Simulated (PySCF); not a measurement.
**MgSn−: bond curves at several levels of theory**

One job finds the state of MgSn−, follows it along the bond with each method and fits the curves.

Program: PySCF 2.14.0. Level of theory: Mg aug-cc-pVDZ, Sn aug-cc-pVDZ-PP with ECP28, scalar-relativistic core potentials. These are calculated values, not measurements.

2 further runs of the same task are left out: 2 set aside as unsound or not needed.

## (1) Input

A driver script around PySCF takes these settings:

- atoms: Mg, Sn
- charge: -1
- basis: Mg aug-cc-pVDZ, Sn aug-cc-pVDZ-PP with ECP28
- Hamiltonian: scalar-relativistic core potentials
- basis functions: 59
- electrons treated: 35
- masses in u: 23.9850, 119.9022
- levels: PBE0, PBE, r²SCAN, MN15, B2PLYP, r²SCANh, ωB97X, HF, MP2, SCS-MP2
- grid: 80 radial by 434 angular points
- occupations: held fixed by the projection of orbital angular momentum
- dissociation limit: Mg + Sn−, each in its ground configuration
- starting distance in angstrom: 2.805
- values of 2S to try: 1, 3

The run is started by

```sh
$ OMP_NUM_THREADS=1 python dia.py task.json out
```

The job searches for the state first and then visits each distance with every level. Its results follow level by level.

## (2) PBE0 along the bond

State followed: ⁴Σ⁻ (quartet), unpaired electrons σ ↑, π ↑↑. The scan is laid around 2.940 Å.

Log of the SCF at 2.940 Å:

```text
******** <class 'pyscf.dft.uks_symm.SymAdaptedUKS'> ********
method = SymAdaptedUKS
initial guess = minao
damping factor = 0
level_shift factor = 0
DIIS = <class 'pyscf.scf.diis.CDIIS'>
diis_start_cycle = 1
diis_space = 10
diis_damp = 0
SCF conv_tol = 1e-09
SCF conv_tol_grad = None
SCF max_cycles = 60
direct_scf = False
max_memory 909 MB (current use 347 MB)
number electrons alpha = 19  beta = 16
XC library pyscf.dft.libxc version 7.0.0
    S. Lehtola, C. Steigemann, M. J.T. Oliveira, and M. A.L. Marques.,  SoftwareX 7, 1–5 (2018)
XC functionals = PBE0
    C. Adamo and V. Barone.,  J. Chem. Phys. 110, 6158 (1999)
    M. Ernzerhof and G. E. Scuseria.,  J. Chem. Phys. 110, 5029 (1999)
small_rho_cutoff = 0
Overwritten attributes  get_k get_occ get_hcore get_j get_jk  of <class 'pyscf.dft.uks_symm.SymAdaptedUKS'>
<class 'pyscf.dft.uks_symm.SymAdaptedUKS'> does not have attributes  refdm
Set gradient conv threshold to 3.16228e-05
init E= -414.301498750845
cycle= 1 E= -414.298810369068  delta_E= 0.00269  |g|= 0.00535  |ddm|= 0.0871
cycle= 2 E= -414.29882339061  delta_E= -1.3e-05  |g|= 0.00628  |ddm|= 0.0492
cycle= 3 E= -414.298876218133  delta_E= -5.28e-05  |g|= 0.000929  |ddm|= 0.0245
cycle= 4 E= -414.298878253066  delta_E= -2.03e-06  |g|= 0.000447  |ddm|= 0.00496
cycle= 5 E= -414.298879502395  delta_E= -1.25e-06  |g|= 0.000211  |ddm|= 0.00521
cycle= 6 E= -414.298879752041  delta_E= -2.5e-07  |g|= 5.23e-05  |ddm|= 0.0025
cycle= 7 E= -414.29887977097  delta_E= -1.89e-08  |g|= 8.62e-06  |ddm|= 0.000882
cycle= 8 E= -414.298879771467  delta_E= -4.97e-10  |g|= 1.68e-06  |ddm|= 0.000143
Extra cycle  E= -414.298879771478  delta_E= -1.09e-11  |g|= 1.11e-06  |ddm|= 1.81e-05
converged SCF energy = -414.298879771478  <S^2> = 3.7625966  2S+1 = 4.0062933
```

The curve and what changes along it:

```csv
R (Å),E (eV),μ (D),Mulliken charge of Mg (e),Mayer bond order,⟨S²⟩,HOMO (eV),LUMO (eV)
2.5284,0.3122,4.31,-0.68,1.11,3.76,0.16,1.93
2.6460,0.1329,4.28,-0.60,1.03,3.76,0.10,1.97
2.7636,0.0391,4.25,-0.53,0.94,3.76,0.05,2.01
2.8518,0.0077,4.21,-0.48,0.88,3.76,0.02,2.03
2.9400,0.0000,4.17,-0.43,0.81,3.76,-0.02,2.04
3.0282,0.0092,4.12,-0.40,0.74,3.76,-0.05,2.03
3.1458,0.0390,4.02,-0.35,0.65,3.76,-0.09,2.03
3.2928,0.0930,3.87,-0.31,0.56,3.76,-0.14,2.03
3.4692,0.1684,3.63,-0.28,0.47,3.76,-0.18,2.03
3.7044,0.2703,3.24,-0.25,0.39,3.76,-0.22,2.03
```

Constants from the curve: Re = 2.931 Å, ωe = 174.2 cm⁻¹, ωexe = 1.40 cm⁻¹, αe = 0.000931 cm⁻¹, Be = 0.09816 cm⁻¹, De = 0.87 eV, μ = 4.18 D.

Orbitals nearest the gap at 2.940 Å:

```csv
spin,orbital,ε (eV),filled,made of
β,σ,-22.70,yes,Sn d 100 %
β,π,-22.69,yes,Sn d 100 %
β,π,-22.69,yes,Sn d 100 %
α,σ,-7.59,yes,Sn s 94 %
β,σ,-5.78,yes,"Sn s 86 %, Mg s 9 %"
α,σ,-2.12,yes,"Mg s 60 %, Sn p 36 %"
β,σ,-1.24,yes,"Mg s 81 %, Sn p 15 %"
α,π,-0.50,yes,Sn p 92 %
α,π,-0.50,yes,Sn p 92 %
α,σ,-0.02,yes,"Sn p 37 %, Mg s 36 %, Mg p 28 %"
β,σ,2.04,no,"Mg s 50 %, Sn p 35 %, Mg p 21 %"
β,π,2.05,no,"Mg p 59 %, Sn p 40 %"
α,σ,2.20,no,"diffuse, shares unclear"
α,π,2.21,no,"diffuse, shares unclear"
```

Polarisability there: 439.4 bohr³ along the bond, 213.8 across it.

## (3) Orbitals, density and potential

Orbitals, density, ELF and potential are computed afterwards from the orbital file.

Frontier orbitals at PBE0 (alpha spin), with the share of their density that lies nearest to each atom:

```
orbital  energy (eV)             lies on
   HOMO        -0.02  Mg1 59 %; Sn2 41 %
   LUMO         2.20  Mg1 53 %; Sn2 47 %
```

ELF in a plane through or near 2 of the atoms.

Ten even steps from '0' (0.03) to '9' (1.00):
```
1245666532111123445544322100
3578888754322234456665543210
6899999876443344567776654321
8999999986555455677777765431
9999999976555556666777765432
9999999743356666544456776542
9999996200025665322235677653
9999972023103653235423577654
9999950378611652377752467754
9999940568831642470463367764
9999940578831642470463367764
9999950378611652377752467754
9999972023103653235423577654
9999996200025665322235677653
9999999743356666544456776542
9999999976655556666777765432
8999999986555455677777765431
6899999876443344567776654321
3578888754322234456665543210
1245666532111123445544322100
```
The map spans 8.1 Å across and 5.2 Å up, centred on the molecule. Atoms in the plane (x, y in Å): Mg1 (-1.5, 0.0), Sn2 (1.5, 0.0).

On the surface of density 0.002 e/bohr³ the electrostatic potential runs, from the 1st to the 99th percentile, from -4.33 V near Sn2 to -3.29 V near Mg1.

The spin density lies nearest to Sn2 77 %; Mg1 23 %.

Core electrons inside the core potentials are missing from the density.

## (4) Excited determinants

State 2: Ms = 0.5 determinant of mixed spin (⟨S²⟩ = 1.77), unpaired electrons σ ↑, π ↑↓, an excited solution.

The SCF at the reference distance, 2.940 Å, printed:

```text
[... 13 set-up lines left out, the same as in an earlier log ...]
max_memory 909 MB (current use 396 MB)
number electrons alpha = 18  beta = 17
[... 7 set-up lines left out, the same as in an earlier log ...]
init E= -414.288824473443
cycle= 1 E= -414.286221471816  delta_E= 0.0026  |g|= 0.00607  |ddm|= 0.0891
cycle= 2 E= -414.286240423184  delta_E= -1.9e-05  |g|= 0.00686  |ddm|= 0.0522
cycle= 3 E= -414.286300356973  delta_E= -5.99e-05  |g|= 0.00115  |ddm|= 0.027
cycle= 4 E= -414.286302930844  delta_E= -2.57e-06  |g|= 0.000541  |ddm|= 0.00593
cycle= 5 E= -414.286304486682  delta_E= -1.56e-06  |g|= 0.00025  |ddm|= 0.00548
cycle= 6 E= -414.286304808948  delta_E= -3.22e-07  |g|= 5.1e-05  |ddm|= 0.00265
cycle= 7 E= -414.286304827115  delta_E= -1.82e-08  |g|= 6.31e-06  |ddm|= 0.000868
cycle= 8 E= -414.286304827375  delta_E= -2.6e-10  |g|= 1.67e-06  |ddm|= 0.000114
Extra cycle  E= -414.286304827382  delta_E= -7.11e-12  |g|= 1.49e-06  |ddm|= 2.12e-05
converged SCF energy = -414.286304827382  <S^2> = 1.7721535  2S+1 = 2.8440489
```

Re = 2.888 Å, ωe = 192.4 cm⁻¹; the determinant mixes terms (⟨S²⟩ = 1.77, ⟨Lz²⟩ = 2.01), so these belong to no real state. Its minimum lies 0.34 eV above that of the lowest state.

Energy (eV) from the lowest point of the lowest state:

```csv
R (Å),lowest,state 2
2.528,0.312,0.620
2.646,0.133,0.448
2.764,0.039,0.363
2.852,0.008,0.341
2.940,0.000,0.342
3.028,0.009,0.361
3.146,0.039,0.404
3.293,0.093,0.474
3.469,0.168,0.566
3.704,0.270,0.686
```

## (5) PBE (GGA)

Log of the SCF at 2.940 Å:

```text
[... 17 set-up lines left out, the same as in an earlier log ...]
XC functionals = PBE
    J. P. Perdew, K. Burke, and M. Ernzerhof.,  Phys. Rev. Lett. 77, 3865 (1996)
    J. P. Perdew, K. Burke, and M. Ernzerhof.,  Phys. Rev. Lett. 78, 1396 (1997)
    J. P. Perdew, K. Burke, and M. Ernzerhof.,  Phys. Rev. Lett. 77, 3865 (1996)
    J. P. Perdew, K. Burke, and M. Ernzerhof.,  Phys. Rev. Lett. 78, 1396 (1997)
[... 2 set-up lines left out, the same as in an earlier log ...]
init E= -414.270440927013
cycle= 1 E= -414.271533276318  delta_E= -0.00109  |g|= 0.0171  |ddm|= 0.26
cycle= 2 E= -414.270636933126  delta_E= 0.000896  |g|= 0.0287  |ddm|= 0.165
cycle= 3 E= -414.271690863668  delta_E= -0.00105  |g|= 0.00666  |ddm|= 0.135
cycle= 4 E= -414.271781980761  delta_E= -9.11e-05  |g|= 0.000814  |ddm|= 0.0341
cycle= 5 E= -414.271783158583  delta_E= -1.18e-06  |g|= 0.000272  |ddm|= 0.00481
cycle= 6 E= -414.271783276241  delta_E= -1.18e-07  |g|= 8.37e-05  |ddm|= 0.00164
cycle= 7 E= -414.271783295246  delta_E= -1.9e-08  |g|= 4.46e-06  |ddm|= 0.000539
cycle= 8 E= -414.271783295307  delta_E= -6.16e-11  |g|= 1.19e-06  |ddm|= 5.85e-05
Extra cycle  E= -414.27178329531  delta_E= -3.01e-12  |g|= 8.85e-07  |ddm|= 1.42e-05
converged SCF energy = -414.27178329531  <S^2> = 3.7556227  2S+1 = 4.0028104
```

Re = 2.934 Å, ωe = 175.8 cm⁻¹, ωexe = 1.37 cm⁻¹, αe = 0.000894 cm⁻¹, Be = 0.09796 cm⁻¹, De = 0.92 eV, μ = 4.28 D.

## (6) r²SCAN

The SCF at the reference distance, 2.940 Å, printed:

```text
[... 17 set-up lines left out, the same as in an earlier log ...]
XC functionals = R2SCAN
    J. W. Furness, A. D. Kaplan, J. Ning, J. P. Perdew, and J. Sun.,  J. Phys. Chem. Lett. 11, 8208-8215 (2020)
    J. W. Furness, A. D. Kaplan, J. Ning, J. P. Perdew, and J. Sun.,  J. Phys. Chem. Lett. 11, 9248-9248 (2020)
    J. W. Furness, A. D. Kaplan, J. Ning, J. P. Perdew, and J. Sun.,  J. Phys. Chem. Lett. 11, 8208-8215 (2020)
    J. W. Furness, A. D. Kaplan, J. Ning, J. P. Perdew, and J. Sun.,  J. Phys. Chem. Lett. 11, 9248-9248 (2020)
[... 2 set-up lines left out, the same as in an earlier log ...]
init E= -414.448892424872
cycle= 1 E= -414.449501032146  delta_E= -0.000609  |g|= 0.00804  |ddm|= 0.278
cycle= 2 E= -414.449245268184  delta_E= 0.000256  |g|= 0.015  |ddm|= 0.096
cycle= 3 E= -414.449639479091  delta_E= -0.000394  |g|= 0.00123  |ddm|= 0.0622
cycle= 4 E= -414.44964237677  delta_E= -2.9e-06  |g|= 0.000725  |ddm|= 0.0105
cycle= 5 E= -414.449643891662  delta_E= -1.51e-06  |g|= 0.000296  |ddm|= 0.00784
cycle= 6 E= -414.449644062998  delta_E= -1.71e-07  |g|= 5.42e-05  |ddm|= 0.00219
cycle= 7 E= -414.449644074463  delta_E= -1.15e-08  |g|= 1.89e-05  |ddm|= 0.000679
cycle= 8 E= -414.44964407594  delta_E= -1.48e-09  |g|= 3.01e-06  |ddm|= 0.000229
cycle= 9 E= -414.449644076  delta_E= -6.05e-11  |g|= 7.51e-07  |ddm|= 6e-05
Extra cycle  E= -414.449644076003  delta_E= -2.16e-12  |g|= 7.21e-07  |ddm|= 1.38e-05
converged SCF energy = -414.449644076003  <S^2> = 3.7699376  2S+1 = 4.0099564
```

Re = 2.908 Å, ωe = 183.9 cm⁻¹, ωexe = 1.42 cm⁻¹, αe = 0.000892 cm⁻¹, Be = 0.09973 cm⁻¹, De = 0.96 eV, μ = 4.11 D. 7.3 s of CPU time for 12 points, integrals apart.

## (7) MN15 (hybrid meta-GGA)

Output of the SCF at 2.940 Å:

```text
[... 13 set-up lines left out, the same as in an earlier log ...]
max_memory 909 MB (current use 397 MB)
[... 3 set-up lines left out, the same as in an earlier log ...]
XC functionals = MN15
    H. S. Yu, X. He, S. L. Li, and D. G. Truhlar.,  Chem. Sci. 7, 5032-5051 (2016)
    H. S. Yu, X. He, S. L. Li, and D. G. Truhlar.,  Chem. Sci. 7, 5032-5051 (2016)
[... 2 set-up lines left out, the same as in an earlier log ...]
init E= -413.826810784535
cycle= 1 E= -413.836600105488  delta_E= -0.00979  |g|= 0.0504  |ddm|= 1.28
cycle= 2 E= -413.837803424754  delta_E= -0.0012  |g|= 0.0279  |ddm|= 0.682
cycle= 3 E= -413.838232406248  delta_E= -0.000429  |g|= 0.00514  |ddm|= 0.132
cycle= 4 E= -413.838284236792  delta_E= -5.18e-05  |g|= 0.00183  |ddm|= 0.0619
cycle= 5 E= -413.838301927925  delta_E= -1.77e-05  |g|= 0.000766  |ddm|= 0.0648
cycle= 6 E= -413.838304134422  delta_E= -2.21e-06  |g|= 0.000246  |ddm|= 0.0177
cycle= 7 E= -413.838304582569  delta_E= -4.48e-07  |g|= 7e-05  |ddm|= 0.00719
cycle= 8 E= -413.83830461784  delta_E= -3.53e-08  |g|= 1.99e-05  |ddm|= 0.00221
cycle= 9 E= -413.838304620447  delta_E= -2.61e-09  |g|= 5.27e-06  |ddm|= 0.000777
cycle= 10 E= -413.838304620663  delta_E= -2.17e-10  |g|= 1.6e-06  |ddm|= 0.000228
Extra cycle  E= -413.838304620681  delta_E= -1.77e-11  |g|= 7.99e-07  |ddm|= 4.25e-05
converged SCF energy = -413.838304620681  <S^2> = 3.7587507  2S+1 = 4.004373
```

Re = 2.952 Å, ωe = 161.0 cm⁻¹, ωexe = 1.55 cm⁻¹, αe = 0.00106 cm⁻¹, Be = 0.09678 cm⁻¹, De = 0.82 eV, μ = 4.25 D. 9 s of CPU time for 12 points, integrals apart.

## (8) B2PLYP

Output of the SCF at 2.940 Å:

```text
[... 17 set-up lines left out, the same as in an earlier log ...]
XC functionals = 0.53*HF + 0.47*B88, 0.73*LYP
    A. D. Becke.,  Phys. Rev. A 38, 3098 (1988)
    C. Lee, W. Yang, and R. G. Parr.,  Phys. Rev. B 37, 785 (1988)
    B. Miehlich, A. Savin, H. Stoll, and H. Preuss.,  Chem. Phys. Lett. 157, 200 (1989)
[... 2 set-up lines left out, the same as in an earlier log ...]
init E= -413.965209346916
cycle= 1 E= -413.9662297412  delta_E= -0.00102  |g|= 0.00682  |ddm|= 0.186
cycle= 2 E= -413.966322099165  delta_E= -9.24e-05  |g|= 0.00256  |ddm|= 0.057
cycle= 3 E= -413.966343692607  delta_E= -2.16e-05  |g|= 0.00138  |ddm|= 0.0135
cycle= 4 E= -413.966354418998  delta_E= -1.07e-05  |g|= 0.0006  |ddm|= 0.0142
cycle= 5 E= -413.966356920209  delta_E= -2.5e-06  |g|= 0.000282  |ddm|= 0.00599
cycle= 6 E= -413.966357588029  delta_E= -6.68e-07  |g|= 0.000158  |ddm|= 0.00356
cycle= 7 E= -413.966357760309  delta_E= -1.72e-07  |g|= 5.78e-05  |ddm|= 0.00209
cycle= 8 E= -413.966357792524  delta_E= -3.22e-08  |g|= 1.23e-05  |ddm|= 0.00119
cycle= 9 E= -413.966357793812  delta_E= -1.29e-09  |g|= 2.57e-06  |ddm|= 0.00023
cycle= 10 E= -413.966357793857  delta_E= -4.53e-11  |g|= 4.75e-07  |ddm|= 3.3e-05
Extra cycle  E= -413.966357793859  delta_E= -1.19e-12  |g|= 2.34e-07  |ddm|= 4.85e-06
converged SCF energy = -413.966357793859  <S^2> = 3.7695597  2S+1 = 4.0097679
```

Re = 2.956 Å, ωe = 164.4 cm⁻¹, ωexe = 1.61 cm⁻¹, αe = 0.00105 cm⁻¹, Be = 0.09653 cm⁻¹, De = 0.70 eV, μ = 4.04 D.

## (9) r²SCANh

Log of the SCF at 2.940 Å:

```text
[... 13 set-up lines left out, the same as in an earlier log ...]
max_memory 909 MB (current use 398 MB)
[... 3 set-up lines left out, the same as in an earlier log ...]
XC functionals = HYB_MGGA_XC_R2SCANH
    M. Bursch, H. Neugebauer, S. Ehlert, and S. Grimme.,  J. Chem. Phys. 156, 134105 (2022)
[... 2 set-up lines left out, the same as in an earlier log ...]
init E= -414.436957969737
cycle= 1 E= -414.437367823286  delta_E= -0.00041  |g|= 0.00803  |ddm|= 0.24
cycle= 2 E= -414.437280425845  delta_E= 8.74e-05  |g|= 0.0118  |ddm|= 0.0838
cycle= 3 E= -414.437495894639  delta_E= -0.000215  |g|= 0.00104  |ddm|= 0.0481
cycle= 4 E= -414.437501140562  delta_E= -5.25e-06  |g|= 0.000543  |ddm|= 0.0166
cycle= 5 E= -414.437502035729  delta_E= -8.95e-07  |g|= 0.000148  |ddm|= 0.00494
cycle= 6 E= -414.437502113397  delta_E= -7.77e-08  |g|= 5.56e-05  |ddm|= 0.00159
cycle= 7 E= -414.437502126603  delta_E= -1.32e-08  |g|= 1.71e-05  |ddm|= 0.000695
cycle= 8 E= -414.437502127996  delta_E= -1.39e-09  |g|= 3.5e-06  |ddm|= 0.00024
cycle= 9 E= -414.437502128074  delta_E= -7.81e-11  |g|= 7.39e-07  |ddm|= 6.69e-05
Extra cycle  E= -414.437502128077  delta_E= -2.73e-12  |g|= 6.58e-07  |ddm|= 1.19e-05
converged SCF energy = -414.437502128077  <S^2> = 3.7725274  2S+1 = 4.0112479
```

Re = 2.911 Å, ωe = 181.9 cm⁻¹, ωexe = 1.42 cm⁻¹, αe = 0.000907 cm⁻¹, Be = 0.09952 cm⁻¹, De = 0.94 eV, μ = 4.04 D.

## (10) ωB97X (range-separated hybrid)

Log of the SCF at 2.940 Å:

```text
[... 17 set-up lines left out, the same as in an earlier log ...]
XC functionals = WB97X
    J.-D. Chai and M. Head-Gordon.,  J. Chem. Phys. 128, 084106 (2008)
[... 2 set-up lines left out, the same as in an earlier log ...]
init E= -414.404591356148
cycle= 1 E= -414.407253815679  delta_E= -0.00266  |g|= 0.0111  |ddm|= 0.368
cycle= 2 E= -414.407620661933  delta_E= -0.000367  |g|= 0.00491  |ddm|= 0.0975
cycle= 3 E= -414.407730506483  delta_E= -0.00011  |g|= 0.00191  |ddm|= 0.0573
cycle= 4 E= -414.407746646345  delta_E= -1.61e-05  |g|= 0.000782  |ddm|= 0.0243
cycle= 5 E= -414.40775026817  delta_E= -3.62e-06  |g|= 0.000203  |ddm|= 0.0162
cycle= 6 E= -414.407750503371  delta_E= -2.35e-07  |g|= 8.98e-05  |ddm|= 0.0035
cycle= 7 E= -414.407750548176  delta_E= -4.48e-08  |g|= 2.6e-05  |ddm|= 0.00174
cycle= 8 E= -414.40775055192  delta_E= -3.74e-09  |g|= 8.12e-06  |ddm|= 0.000375
cycle= 9 E= -414.407750552409  delta_E= -4.89e-10  |g|= 3.56e-06  |ddm|= 0.000139
Extra cycle  E= -414.407750552485  delta_E= -7.56e-11  |g|= 2.43e-06  |ddm|= 4.01e-05
converged SCF energy = -414.407750552485  <S^2> = 3.7683914  2S+1 = 4.0091852
```

Re = 2.907 Å, ωe = 180.3 cm⁻¹, ωexe = 1.34 cm⁻¹, αe = 0.000901 cm⁻¹, Be = 0.09979 cm⁻¹, De = 0.92 eV, μ = 4.00 D.

## (11) ROHF (mean field)

The SCF at the reference distance, 2.940 Å, printed:

```text
******** <class 'pyscf.scf.hf_symm.SymAdaptedROHF'> ********
method = SymAdaptedROHF
[... 12 set-up lines left out, the same as in an earlier log ...]
num. doubly occ = 16  num. singly occ = 3
Overwritten attributes  get_k get_occ get_hcore get_j get_jk  of <class 'pyscf.scf.hf_symm.SymAdaptedROHF'>
<class 'pyscf.scf.hf_symm.SymAdaptedROHF'> does not have attributes  refdm
[... 1 set-up line left out, the same as in an earlier log ...]
init E= -412.982525393265
cycle= 1 E= -412.985507105188  delta_E= -0.00298  |g|= 0.028  |ddm|= 0.528
cycle= 2 E= -412.986468356692  delta_E= -0.000961  |g|= 0.0108  |ddm|= 0.181
cycle= 3 E= -412.986740652082  delta_E= -0.000272  |g|= 0.00859  |ddm|= 0.161
cycle= 4 E= -412.987111474913  delta_E= -0.000371  |g|= 0.00533  |ddm|= 0.134
cycle= 5 E= -412.987297526728  delta_E= -0.000186  |g|= 0.00346  |ddm|= 0.0552
cycle= 6 E= -412.987460086518  delta_E= -0.000163  |g|= 0.00134  |ddm|= 0.077
cycle= 7 E= -412.987466044786  delta_E= -5.96e-06  |g|= 0.00074  |ddm|= 0.0148
cycle= 8 E= -412.987468960739  delta_E= -2.92e-06  |g|= 0.00036  |ddm|= 0.0107
cycle= 9 E= -412.987469984369  delta_E= -1.02e-06  |g|= 0.000127  |ddm|= 0.00634
cycle= 10 E= -412.987470066277  delta_E= -8.19e-08  |g|= 6.62e-05  |ddm|= 0.00347
cycle= 11 E= -412.987470085821  delta_E= -1.95e-08  |g|= 1.99e-05  |ddm|= 0.00177
cycle= 12 E= -412.987470087461  delta_E= -1.64e-09  |g|= 4.66e-06  |ddm|= 0.000271
cycle= 13 E= -412.987470087533  delta_E= -7.21e-11  |g|= 1.24e-06  |ddm|= 5.25e-05
Extra cycle  E= -412.987470087536  delta_E= -2.79e-12  |g|= 5.98e-07  |ddm|= 2.93e-05
converged SCF energy = -412.987470087536
```

Re = 3.283 Å, ωe = 98.8 cm⁻¹, ωexe = 1.23 cm⁻¹, αe = 0.00114 cm⁻¹, Be = 0.07828 cm⁻¹, De = 0.333 eV, μ = 4.18 D. 2.1 s of CPU time for 12 points, integrals apart.

## (12) MP2

Reference: ROHF; core orbitals frozen: 5.

Correlation energy (eV) along the bond:

```
R (Å)     MP2  SCS-MP2
2.528  -3.219   -3.067
2.646  -3.191   -3.055
2.764  -3.130   -3.003
2.852  -3.087   -2.965
2.940  -3.048   -2.930
3.028  -3.013   -2.898
3.146  -2.971   -2.860
3.293  -2.925   -2.819
3.469  -2.880   -2.779
3.704  -2.833   -2.737
```

ROHF-MP2: No constants are quoted: fits of two degrees disagree.

ROHF-SCS-MP2: Re = 2.994 Å, ωe = 144.1 cm⁻¹, ωexe = 1.20 cm⁻¹, αe = 0.00105 cm⁻¹, Be = 0.09412 cm⁻¹, De = 0.61 eV.

## (13) All curves

Energy (eV) from each level's lowest point:

```
R (Å)   ROHF  ROHF-MP2  ROHF-SCS-MP2    PBE  r²SCAN  r²SCANh   PBE0   MN15  ωB97X  B2PLYP
2.528  0.560     0.324         0.359  0.320   0.296    0.297  0.312  0.314  0.284   0.334
2.646  0.339     0.131         0.150  0.138   0.119    0.121  0.133  0.138  0.114   0.148
2.764  0.191     0.044         0.054  0.041   0.030    0.031  0.039  0.044  0.028   0.048
2.852  0.117     0.012         0.018  0.009   0.003    0.004  0.008  0.011  0.003   0.012
2.940  0.065     0.000         0.001  0.000   0.000    0.000  0.000  0.000  0.000   0.000
3.028  0.032     0.002         0.000  0.009   0.014    0.013  0.009  0.005  0.014   0.004
3.146  0.008     0.020         0.014  0.039   0.051    0.049  0.039  0.027  0.049   0.027
3.293  0.000     0.057         0.047  0.094   0.113    0.109  0.093  0.071  0.110   0.072
3.469  0.010     0.113         0.097  0.171   0.197    0.192  0.168  0.133  0.192   0.135
3.704  0.039     0.189         0.167  0.275   0.309    0.302  0.270  0.217  0.303   0.220
```

The whole job (state search and all levels along the bond) took 1.6 min on 1 thread of Intel Xeon Platinum 8488C (shared host), peak memory 0.89 GiB.

## (14) Results

Lowest PBE0 solution found, without spin–orbit coupling: ⁴Σ⁻ (quartet), unpaired electrons σ ↑, π ↑↑. State 2 has its PBE0 minimum 0.34 eV higher, as a spin-mixed determinant (⟨S²⟩ = 1.77), so this is no gap between pure states. The other levels ran on the lowest alone.

```
       level  Re (Å)  ωe (cm⁻¹)  De (eV)  μ (D)
        ROHF   3.283       98.8    0.333   4.18
ROHF-SCS-MP2   2.994      144.1     0.61    n/a
         PBE   2.934      175.8     0.92   4.28
      r²SCAN   2.908      183.9     0.96   4.11
     r²SCANh   2.911      181.9     0.94   4.04
        PBE0   2.931      174.2     0.87   4.18
        MN15   2.952      161.0     0.82   4.25
       ωB97X   2.907      180.3     0.92   4.00
      B2PLYP   2.956      164.4     0.70   4.04
```

De is counted to Mg + Sn− in their ground configurations. A positive dipole points from Mg to Sn; in an ion it is taken about the centre of mass and does not tell which atom is negative. No constants: ROHF-MP2 (fits of two degrees disagree).

Time per point (s) on 1 thread of Intel Xeon Platinum 8488C, shared host (CPU time, shared integrals of 0.24 s apart; correlated levels include their reference); the times are rough: ROHF 0.18, ROHF-SCS-MP2 0.31, PBE 0.44, r²SCAN 0.61, r²SCANh 0.72, PBE0 0.89, MN15 0.75, ωB97X 0.8, B2PLYP 0.53.

In words: Bond lengths run from 2.907 Å (ωB97X) to 3.283 Å (ROHF). Among the levels with a De in the table, it runs from 0.333 eV (ROHF) to 0.96 eV (r²SCAN).

Correlated steps freeze 5 core orbitals. Spin–orbit coupling is left out, which matters for elements this heavy, above all for dissociation energies. B2PLYP dipoles, levels and charges come from its SCF part alone. With some functionals the highest level of the anion is positive, from self-interaction error or because the anion is truly unbound there; the finite basis then holds the extra electron, and no neutral molecule was run to test the binding.
